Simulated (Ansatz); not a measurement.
Runs of Ansatz 0.2.0 on Pd3I. It takes space group I4/mmm (No. 139, tetragonal). The conventional cell has a = 4.294 Å, b = 4.294 Å, c = 7.752 Å, α = 90.00°, β = 90.00°, γ = 90.00°. Around I (site symmetry 4/mmm) lie 12 Pd at 2.89 to 3.04 Å. Around Pd (site symmetry 4/mmm) lie 8 Pd at 2.89 Å and 4 I at 3.04 Å. Around Pd (site symmetry -4m2) lie 4 I at 2.89 Å and 8 Pd at 2.89 to 3.04 Å. The cell comes from a database or a generator and needn't be the stable form of this composition.

```tsv
level	gap on the mesh (eV)	pressure (GPa)	relaxed volume (Å³/atom)
PBE+D3(BJ)	none	0.0	(a)
PBE+D4	none	0.0	17.14
PBE	none	0.0	17.82
PBE+D3(BJ)-ATM	none	0.0	17.16
```

Alike in all rows: task relaxation of cell and atoms; potentials or basis Ansatz PAW; no spin polarisation; cell relaxed; k mesh 9 × 9 × 9; cutoff (eV) 420; smearing fermi-dirac 0.05 eV.

Problem. Estimate the missing entries.

Solution. (a) 17.00.

Caveats: the plane-wave basis is chosen anew once the cell has moved, so the energies of steps on either side of that aren't comparable; an odd number of electrons without spin polarisation forces a metal; a magnetic or distorted state may lie lower; pairwise dispersion overbinds metals, which lowers pressure and volume (some runs).

A k mesh can miss the band edges, and the runs leave out spin-orbit coupling on I, Pd.

A gap of «none» marks a metal or a gap under the smearing width.
